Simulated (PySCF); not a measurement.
# CuF6FeH2 ([F4Fe(mu-H)2CuF2]3-): the cost of one run

Programs: PySCF 2.14.0, with routines of our own; each step states its level. All values are computed. Atoms count from 0.

### 1 The starting structure

10 atoms, charge -3, high-spin multiplicity 7; geometry from: idealised, bond lengths from ionic radii.

The system (edge-sharing dimer): [F4Fe(mu-H)2CuF2]3-. The metals (Fe(III), Cu(II)) are 2.38 Å apart; the bridge angle is 85°; the spin sites are atom 0 (5 unpaired) and atom 1 (1 unpaired).

### 2 Magnetic exchange: B3LYP/def2-SVP in water

Job settings and geometry (Å):

```
{"job": {"kind": "bs", "xc": "B3LYP", "basis": "def2-SVP", "grid": 1, "solvent": "water"}, "charge": -3, "high_spin_multiplicity": 7, "spin_sites": [[[0], 5], [[1], 1]]}
Fe    -0.952200     0.000000     0.000000
Cu     1.426500     0.000000     0.000000
H      0.293100     1.292100     0.000000
H      0.293100    -1.292100     0.000000
F     -2.314300    -1.402400     0.000000
F     -2.314300     1.402400    -0.000000
F     -0.952200     0.000000     1.955000
F     -0.952200    -0.000000    -1.955000
F      2.736300    -1.348600     0.000000
F      2.736300     1.348600    -0.000000
```

With the program's defaults for keys left out, this is: B3LYP/def2-SVP high-spin and broken-symmetry single points, IEF-PCM water.

Command:

```console
> OMP_NUM_THREADS=1 python exch_run.py task.json out
```

The driver reads the jobs from task.json and runs them one after another.

**Question.** How long does this first job take on 1 thread of Arm Neoverse N1, shared host, and how much memory does it need?

About 60 s, with a peak of 0.59 GiB.
